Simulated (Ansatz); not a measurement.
Predict the output of the script below (Ansatz 0.2.0 through its Python package).

The script reads `h6ossi2.xyz`:
```text
10

O    -1.99850    0.50240   -0.68450
Si   -0.93690    0.68230    0.53000
Si    0.67830   -0.95710    0.38330
S     1.72960   -0.86960   -1.54100
H    -1.71400    0.66780   -1.61830
H    -1.64100    0.63600    1.83270
H    -0.27040    2.02220    0.40230
H     0.16770   -2.29870    0.56470
H     1.77050   -0.72050    1.46330
H     2.29790    0.28400   -1.32950
```

The script, `h6ossi2_field.py`:
```python
import ansatz as az
import numpy as np


def main() -> None:
    geometry = az.Crystal.molecule_from_extxyz("h6ossi2.xyz")

    setup = (
        geometry.calculation()
        .basis(gaussian="def2-SVPD")
        .functional("pbe")
        .forces()
    )
    centre = np.mean([site.position_ang for site in geometry.cartesian_sites], axis=0)
    field = 2 * 14.399645 * 4.0 / 30.0 ** 2


    def dipole(axis, sign):
        arm = 30.0 * np.eye(3)[axis]
        pair = [{"charge": sign * 4.0, "position_ang": (centre - arm).tolist()}, {"charge": -sign * 4.0, "position_ang": (centre + arm).tolist()}]
        deck = setup.input().set(az.key.basis.gaussian.point_charges, pair)
        return np.array(az.Session.from_dict(deck).plan().execute().report["charge_distribution"]["dipole_moment_e_ang"])


    print(f"field {field:.4f} V/A")
    alpha = np.array([(dipole(axis, 1) - dipole(axis, -1)) / (2 * field) * 14.399645 for axis in range(3)])
    print("polarisability tensor (A^3)")
    print(np.array2string(alpha, precision=3, suppress_small=True))
    print(f"mean {np.trace(alpha) / 3:.3f} A^3 = {np.trace(alpha) / 3 / 0.14818471:.2f} bohr^3")


if __name__ == "__main__":
    main()
```

`python h6ossi2_field.py` gives:
```text
field 0.1280 V/A
polarisability tensor (A^3)
[[13.606 -1.57  -1.462]
 [-1.55  12.022  0.293]
 [-1.464  0.303 13.255]]
mean 12.961 A^3 = 87.47 bohr^3
```

Caveats:
- These settings explore the input space; basis and method may be short of convergence.
- The geometry is a force-field or estimated start, not a minimum of this method, and the basis set is short of its limit. The field of two point charges is only nearly even.
- It ran for 18 s on 1 thread of Intel(R) Xeon(R) 6975P-C (Granite Rapids), with other jobs on the host, peak memory 0.26 GiB.

(Lines on the test bed's own set-up are left out of the output.)
